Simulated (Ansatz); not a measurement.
# Al3Ni5: the cost of one run

Program: Ansatz 0.2.0. Level of theory: DFT r2SCAN, scalar-relativistic, plane waves, PAW. These are calculated values, not measurements.

1 further run of the same task is left out (set aside as unsound or not needed).

**1. The system as given**

Symmetry: Cmmm, No. 65, orthorhombic system. The conventional cell has a = 6.582 Å, b = 7.392 Å, c = 3.728 Å, α = 90.00°, β = 90.00°, γ = 90.00°. Al (site symmetry mmm) is surrounded by 8 Ni at 2.37 to 2.47 Å. Around Al (site symmetry m2m) lie 10 Ni at 2.44 to 2.54 Å and 2 Al at 2.78 Å. Ni (site symmetry mmm) has 8 Ni at 2.47 to 2.61 Å and 4 Al at 2.48 Å in its first shell of neighbours. Around Ni (site symmetry 2/m) lie 6 Al at 2.47 to 2.50 Å and 6 Ni at 2.47 to 2.63 Å. Around Ni (site symmetry 2mm) lie 6 Al at 2.37 to 2.54 Å and 6 Ni at 2.61 to 2.63 Å.

As a file:

```
CELL_PARAMETERS angstrom
3.29112 -3.69611 0.00000
3.29112 3.69611 0.00000
0.00000 0.00000 3.72831
ATOMIC_POSITIONS crystal
Al 0.50000 0.50000 0.00000
Al 0.77927 0.22073 0.50000
Al 0.22073 0.77927 0.50000
Ni 0.00000 0.00000 0.00000
Ni 0.00000 0.50000 0.00000
Ni 0.50000 0.00000 0.00000
Ni 0.27646 0.27646 0.50000
Ni 0.72354 0.72354 0.50000
```

It goes back to an entry of the Materials Project, which need not be the stable form.

It is the result of an earlier relaxation at this level (volume 11.34 Å³/atom; gap on the mesh: none (metal)).

**2. Zero of energy**

Reference values: F = -30852.1756 eV; pressure 0.03 GPa; largest force 0.003 eV/Å; gap on the mesh none (metal). It was computed beforehand with the settings of the runs below.

**3. The scan: a strain scan**

The cell is strained by ε times the Voigt pattern (0, 1, 0, 0, 0, 0) (xx, yy, zz, yz, xz, xy; engineering shear), with fractional coordinates fixed (clamped ions). The stress on the pattern is the sum of the stress components weighted by it, tension positive.

**4. Point ε = -0.0600**

File input.yaml:

```yaml
crystal:
  lattice:
    - [3.2911157551, -3.4743455752, 0.0]
    - [3.2911157551, 3.4743455752, 0.0]
    - [0.0, 0.0, 3.7283121877]
  atoms:
    - { symbol: Al, position: [0.5, 0.5, 0.0] }
    - { symbol: Al, position: [0.7792699052, 0.2207300948, 0.5] }
    - { symbol: Al, position: [0.2207300948, 0.7792699052, 0.5] }
    - { symbol: Ni, position: [0.0, 0.0, 0.0] }
    - { symbol: Ni, position: [0.0, 0.5, 0.0] }
    - { symbol: Ni, position: [0.5, 0.0, 0.0] }
    - { symbol: Ni, position: [0.2764619634, 0.2764619634, 0.5] }
    - { symbol: Ni, position: [0.7235380366, 0.7235380366, 0.5] }
basis:
  ecutwfc: 500
kpoints:
  mp_grid: { grid: [8, 8, 10] }
hamiltonian:
  xc: r2scan
scf:
  occupations: { method: gaussian, width: 0.15 }
output:
  forces: true
  stress: true
  eigenvalues: true
```

Run with:

```console
$ ansatz run input.yaml --threads 2 --pin off --max-ram 5120MiB --backend cpu --events-out ev --progress --plain --runs-dir out
```

What time and memory should one allow on 2 threads of Intel Xeon Platinum 8259CL at 2.50GHz (Skylake/Cascade Lake), shared host?

About 55 s, with a peak of 0.96 GiB.
